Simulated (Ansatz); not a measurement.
# K: the cost of one run

Method: DFT PBEsol, scalar-relativistic, plane waves, PAW, in Ansatz 0.2.0.

### Step 1. The starting structure

It takes space group Pm-3m (No. 221, cubic). Conventional cell: a = 4.310 Å, b = 4.310 Å, c = 4.310 Å, α = 90.00°, β = 90.00°, γ = 90.00°. K (site symmetry m-3m) is surrounded by 6 K at 4.31 Å.

Structure file:

```xyz
1
Lattice="4.3104 0.0000 0.0000 0.0000 4.3104 0.0000 0.0000 0.0000 4.3104" Properties=species:S:1:pos:R:3 pbc="T T T"
K     0.0000    0.0000    0.0000
```

The structure comes from the Materials Project (structure only).

### Step 2. Random moves and strain, cell strained

What differs from the listed cell: strain xx, yy, zz, yz, xz, xy = -3.1, -3.8, -3.5, +1.6, +1.5, +2.0 %.

input.yaml reads:

```yaml
crystal:
  lattice:
    - [4.1769020746, 0.0862087898, 0.0630186253]
    - [0.0862087898, 4.1454358663, 0.0691394494]
    - [0.0630186253, 0.0691394494, 4.1594878991]
  atoms:
    - { symbol: K, position: [0.0, 0.0, 0.0] }
basis:
  ecutwfc: 420
kpoints:
  mp_grid: { grid: [10, 10, 10] }
hamiltonian:
  xc: pbesol
scf:
  occupations: { method: gaussian, width: 0.1 }
output:
  forces: true
  stress: true
  eigenvalues: true
```

Launch:

```console
$ ansatz run input.yaml --threads 1 --pin off --max-ram 1331MiB --backend cpu --events-out ev --progress --plain --runs-dir out
```

What time and memory should one allow on 1 thread of an x86-64 CPU, shared host?

About 27 s, with a peak of 0.6 GiB.
